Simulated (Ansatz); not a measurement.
CH₃AgS, SMILES C[S][Ag], a rigid scan of one bond length

Program: the Ansatz DFT code, driven from Python.

Script `run_scan.py`:
```python
import ansatz as az
from ase import Atoms
import numpy as np

atoms = Atoms(["C", "S", "Ag", "H", "H", "H"], positions=[
    [-0.4282, 0.4298, -0.3266],
    [0.3223, -1.0488, 0.2375],
    [1.993, -1.8188, 1.4334],
    [-1.283, 0.2255, -0.9648],
    [0.244, 1.0589, -0.96],
    [-0.8059, 1.0894, 0.5343],
])
molecule = az.Crystal.molecule_from_ase(atoms)

symbols = [site.symbol for site in molecule.cartesian_sites]
start = np.array([site.position_ang for site in molecule.cartesian_sites])
axis = (start[4] - start[0]) / np.linalg.norm(start[4] - start[0])
moving = [4]
lengths, energies = [0.983, 1.028, 1.073, 1.118, 1.162, 1.207, 1.252, 1.319], []
for length in lengths:
    xyz = start.copy()
    xyz[moving] += (length - np.linalg.norm(start[4] - start[0])) * axis
    point = az.Crystal.molecule()
    for symbol, place in zip(symbols, xyz):
        point = point.atom(symbol, place.tolist())
    calc = (
        point.calculation()
        .basis(gaussian="def2-SVP")
        .functional("cam_b3lyp")
    )
    rep = calc.run().report
    energies.append(rep["free_energy_ev"])
    print(f"r = {length:6.3f} A  E = {energies[-1]:.5f} eV  <S^2> = {abs(rep['mean_field']['state']['spin_squared']):.3f}")

fit = np.polynomial.Polynomial.fit(lengths, np.array(energies) - min(energies), 4).convert()
roots = [r.real for r in fit.deriv().roots() if abs(r.imag) < 1e-9 and fit.deriv(2)(r.real) > 0]
r_e = min(roots, key=lambda r: abs(r - lengths[int(np.argmin(energies))]))
print(f"minimum of the fit at {r_e:.4f} A, force constant {fit.deriv(2)(r_e):.2f} eV/A^2")
```

```console
$ python run_scan.py
r =  0.983 A  E = -15913.65009 eV  <S^2> = 0.000
r =  1.028 A  E = -15913.84096 eV  <S^2> = 0.000
r =  1.073 A  E = -15913.93015 eV  <S^2> = 0.000
r =  1.118 A  E = -15913.94059 eV  <S^2> = 0.000
r =  1.162 A  E = -15913.89215 eV  <S^2> = 0.000
r =  1.207 A  E = -15913.79685 eV  <S^2> = 0.000
r =  1.252 A  E = -15913.66668 eV  <S^2> = 0.000
r =  1.319 A  E = -15913.42743 eV  <S^2> = 0.000
minimum of the fit at 1.1019 A, force constant 32.97 eV/A^2
```

Total energies depend on the basis set; only differences at equal settings carry meaning. The rest of the molecule is held rigid at a force-field or estimated start geometry, and the basis set is modest; single-reference methods fail as a bond breaks. def2 sets replace the cores of elements past krypton by effective core potentials. The orbitals are restricted, so S² is zero by construction. Run time: 25 s on 1 thread of Arm Neoverse V2 (shared host), peak memory 0.23 GiB.

(Lines on the test bed's own set-up are left out of the output.)
